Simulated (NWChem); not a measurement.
**SiH2SeF (SMILES F[SiH][SeH]): levels of theory compared**

Wanted: a comparison of 4 runs (UHF/def2-SVP, UPBE/3-21G, UPBE/6-31G**, UPBE0/def2-SVP) of SiH2SeF. 

Program for the calculation: NWChem 7.3.0.

## Step 1: The system as given

SiH2SeF has 5 atoms, charge 0, and is taken as a doublet. As SMILES, `F[SiH][SeH]`. Geometry: relaxed at PBE0-D4/def2-TZVP. This is one conformer, not always the lowest.

Bond lengths: F1–Si2 1.603 Å, Si2–Se3 2.278 Å, Si2–H4 1.497 Å, Se3–H5 1.470 Å. Angles: F1–Si2–Se3 105.1°, F1–Si2–H4 106.6°, Se3–Si2–H4 111.9°, Si2–Se3–H5 90.4°.

## Step 2: Energy and forces at UHF/def2-SVP (run 1)

Input file struct.nw:

```
start struct
title "FH2SeSi gradient"
memory 2200 mb
geometry units bohr noautosym nocenter noautoz
   F  -1.09736396 -2.68870233  2.47950965
   Si -1.28104534 -0.41252721  0.48811626
   Se  2.66224616  1.31014712  0.38833872
   H  -1.99063750 -1.56658296 -1.99630668
   H   1.80109797  3.21858154 -1.43789261
end
basis spherical bse
   * library def2-SVP
end
scf
   doublet
   uhf
   thresh 1e-08
   maxiter 80
end
task scf gradient
```

Command:

```console
$ nwchem struct.nw > struct.out
```

Log:

```text
[...]
  functions       =    74
[...]
  wavefunction    = UHF
[...]
         Total SCF energy =  -2788.948029434714
      One electron energy =  -4349.940802067458
      Two electron energy =   1327.861597620336
 Nuclear repulsion energy =    233.131175012408
                       Sz =      0.5000
                 Sz(Sz+1) =      0.7500
                      S^2 =      0.7566
[...]
                         UHF ENERGY GRADIENTS
    atom               coordinates                        gradient
                 x          y          z           x          y          z
   1 F      -1.097364  -2.688702   2.479510    0.000764   0.005070  -0.005813
   2 Si     -1.281045  -0.412527   0.488116    0.001915   0.001884   0.008994
   3 Se      2.662246   1.310147   0.388339    0.001929  -0.006343   0.004934
   4 H      -1.990638  -1.566583  -1.996307   -0.000382  -0.003335  -0.004494
   5 H       1.801098   3.218582  -1.437893   -0.004226   0.002724  -0.003621
[...]
```

Wall time 16 s (1 thread of INTEL XEON PLATINUM 8581C at 2.30GHz (Emerald Rapids), shared host); peak memory 0.099 GiB.

## Step 3: Energy and gradient at UPBE/3-21G (run 2)

Input file run.py:

```python
from ase import Atoms
from ase.calculators.nwchem import NWChem

atoms = Atoms(['F', 'Si', 'Se', 'H', 'H'], positions=[
    [-0.580700, -1.422800, 1.312100],
    [-0.677900, -0.218300, 0.258300],
    [1.408800, 0.693300, 0.205500],
    [-1.053400, -0.829000, -1.056400],
    [0.953100, 1.703200, -0.760900],
])

calc = NWChem(
    label='calc',
    theory='dft',
    memory='2200 mb',
    basis='3-21G',
    basispar='spherical bse',
    dft={'xc': 'xpbe96 cpbe96', 'mult': '2', 'grid': 'xfine', 'convergence': 'energy 1e-08', 'iterations': '100', 'mulliken': None, 'print': 'low'},
)
atoms.calc = calc

forces = atoms.get_forces()
print("Total energy (eV):", round(atoms.get_potential_energy(), 6))
print("forces (eV/A):")
for s, f in zip(atoms.symbols, forces):
    print(f"{s:2s} {f[0]:10.5f} {f[1]:10.5f} {f[2]:10.5f}")
```

Command:

```console
$ export ASE_NWCHEM_COMMAND="nwchem PREFIX.nwi > PREFIX.nwo"
$ python run.py
```

Log:

```text
Total energy (eV): -75593.333276
forces (eV/A):
F     0.00463   -2.10450    1.94422
Si   -1.27347    1.39097   -1.19726
Se    1.46892    0.25438    0.25572
H    -0.11493   -0.08217   -0.53726
H    -0.08515    0.54132   -0.46542
```

The calculator wrote calc.nwi:

```
title "calc"

permanent_dir calc

scratch_dir calc

start calc

geometry units angstrom nocenter noautosym noautoz
  F  -5.8069999999999999e-01 -1.4228000000000001e+00 1.3121000000000000e+00
  Si -6.7789999999999995e-01 -2.1829999999999999e-01 2.5829999999999997e-01
  Se 1.4088000000000001e+00 6.9330000000000003e-01 2.0549999999999999e-01
  H  -1.0533999999999999e+00 -8.2899999999999996e-01 -1.0564000000000000e+00
  H  9.5309999999999995e-01 1.7032000000000000e+00 -7.6090000000000002e-01
end

memory 2200 mb

basis spherical bse noprint
   * library 3-21G
end

dft
  xc xpbe96 cpbe96
  mult 2
  grid xfine
  convergence energy 1e-08
  iterations 100
  mulliken
  print low
end

task dft gradient
```

calc.nwo:

```text
Northwest Computational Chemistry Package (NWChem) 7.3.0
             --------------------------------------------------------

           Job information
           ---------------

    nwchem branch   = 7.3.0
    use scalapack   = T
    input           = calc.nwi
    prefix          = calc.
    data base       = calc/calc.db
    status          = startup
    nproc           =        1

           Memory information
           ------------------

    heap     =     72089598 doubles =      550.0 Mbytes
    stack    =     72089595 doubles =      550.0 Mbytes
    global   =    144179200 doubles =     1100.0 Mbytes (distinct from heap & stack)
    total    =    288358393 doubles =     2200.0 Mbytes
    verify   = yes
    hardfail = no

[... 38 lines left out ...]
            Nuclear Dipole moment (a.u.)
[... 80 lines left out ...]
   convergence    iter        energy       DeltaE   RMS-Dens  Diis-err    time
[... 13 lines left out ...]
         Total DFT energy =    -2778.003781533916
      One electron energy =    -4335.826702034492
           Coulomb energy =     1443.267025136943
    Exchange-Corr. energy =     -118.575296302935
 Nuclear repulsion energy =      233.131191666569
[... 53 lines left out ...]
     --------------------------
     Expectation value of S2:
     --------------------------
      <S2> =      0.7509 (Exact =     0.7500)

                         DFT ENERGY GRADIENTS

    atom               coordinates                        gradient
                 x          y          z           x          y          z
   1 F      -1.097364  -2.688702   2.479509   -0.000090   0.040926  -0.037809
   2 Si     -1.281045  -0.412527   0.488116    0.024765  -0.027050   0.023283
   3 Se      2.662246   1.310147   0.388339   -0.028566  -0.004947  -0.004973
   4 H      -1.990637  -1.566583  -1.996307    0.002235   0.001598   0.010448
   5 H       1.801098   3.218581  -1.437893    0.001656  -0.010527   0.009051

 Task  times  cpu:       13.3s     wall:       13.3s
 Total times  cpu:       13.3s     wall:       13.3s
```

Wall time 14 s (1 thread of INTEL XEON PLATINUM 8581C at 2.30GHz (Emerald Rapids), shared host); peak memory 0.13 GiB.

Run 3 isn't shown in full; the table further down has it.

## Step 4: Energy and gradient at UPBE0/def2-SVP (run 4)

Input file fh2sesi.xyz:

```xyz
5

F     -0.580700    -1.422800     1.312100
Si    -0.677900    -0.218300     0.258300
Se     1.408800     0.693300     0.205500
H     -1.053400    -0.829000    -1.056400
H      0.953100     1.703200    -0.760900
```

Input file fh2sesi.nw:

```
start fh2sesi
memory 2200 mb

geometry units angstrom noautosym nocenter noautoz
load format xyz fh2sesi.xyz
end

basis spherical bse
F library def2-SVP
Si library def2-SVP
Se library def2-SVP
H library def2-SVP
end

dft
xc pbe0
mult 2
grid xfine
convergence energy 1e-08
maxiter 100
mulliken
end

task dft gradient
```

Command:

```console
$ nwchem fh2sesi.nw > fh2sesi.out
```

Log:

```text
[...]
          Wavefunction type:  spin polarized.
          No. of atoms     :     5
          No. of electrons :    59
[...]
          Charge           :     0
          Spin multiplicity:     2
[...]
          AO basis - number of functions:    74
[...]
              XC Information
              --------------
                         PBE0 Method XC Functional
                     Hartree-Fock (Exact) Exchange  0.250
          PerdewBurkeErnzerhof Exchange Functional  0.750
            Perdew 1991 LDA Correlation Functional  1.000 local
           PerdewBurkeErnz. Correlation Functional  1.000 non-local
[...]
 d= 0,ls=0.0,diis     1  -2791.0837767099 -3.02D+03  8.65D-03  1.36D-01     2.4
[...]
 d= 0,ls=0.0,diis    12  -2791.1517820095 -1.88D-10  1.82D-07  9.92D-11    26.2
[...]
         Total DFT energy =    -2791.151782009451
      One electron energy =    -4349.722874782497
           Coulomb energy =     1444.270745175500
    Exchange-Corr. energy =     -118.830844069024
 Nuclear repulsion energy =      233.131191666569
[...]
      Total Density - Mulliken Population Analysis
     ---------------------------------------------
    Atom       Charge   Shell Charges
 -----------   ------   -------------------------------------------------------
    1 F    9     9.34   1.99  1.13  0.80  3.34  2.07  0.01
    2 Si  14    13.46   2.00  1.98  1.09  0.27  5.93  1.12  0.79  0.28
    3 Se  34    34.22   2.00  2.00  1.99  1.41  0.48  6.00  5.97  1.99  2.31  8.17  1.77  0.12
    4 H    1     1.07   0.72  0.33  0.01
    5 H    1     0.92   0.69  0.21  0.03
[...]
      <S2> =      0.7527 (Exact =     0.7500)
[...]
  wavefunction    = open shell
                         DFT ENERGY GRADIENTS
    atom               coordinates                        gradient
                 x          y          z           x          y          z
   1 F      -1.097364  -2.688702   2.479509   -0.000684   0.013157  -0.012012
   2 Si     -1.281045  -0.412527   0.488116    0.001451  -0.012600   0.008898
   3 Se      2.662246   1.310147   0.388339   -0.001403  -0.000200  -0.000271
   4 H      -1.990637  -1.566583  -1.996307    0.000701   0.000642   0.002636
   5 H       1.801098   3.218581  -1.437893   -0.000066  -0.001000   0.000749
[...]
```

It took 33 s on 1 thread of INTEL XEON PLATINUM 8581C at 2.30GHz (Emerald Rapids), shared host; peak memory 0.13 GiB.

## Step 5: The series

```
run                               level  iteration cap  module   energy (Eh)  dipole moment (D)  HOMO energy (eV)  LUMO energy (eV)  wall time
  1                        UHF/def2-SVP             80     scf  -2788.948029               2.24             -9.04              0.89       16 s
  2                          UPBE/3-21G            100     dft  -2778.003782                  –                 –                 –       14 s
  3  UPBE/6-31G** (spherical functions)            100     dft  -2791.192163               1.66             -4.94             -3.55       38 s
  4                      UPBE0/def2-SVP            100     dft  -2791.151782               1.83             -6.17             -2.75       33 s
```

## Step 6: Results

| quantity | value |
| --- | --- |
| run 4: total energy | -2791.15178 Eh |
| run 4: dipole moment | 1.83 D |
| run 4: HOMO energy (highest over α and β) | -6.17 eV |
| run 4: LUMO energy (lowest over α and β) | -2.75 eV |
| run 4: ⟨S²⟩ | 0.753 |
| run 4: largest force on an atom | 0.917 eV/Å |

In words: Over runs 1, 3, 4 the dipole moment (its size) runs from 1.66 D (UPBE/6-31G**) to 2.24 D (UHF/def2-SVP). The two ends differ in method and basis. Totals of different functionals can't be ranked against each other. All runs together took 1.7 min, the longest 38 s.
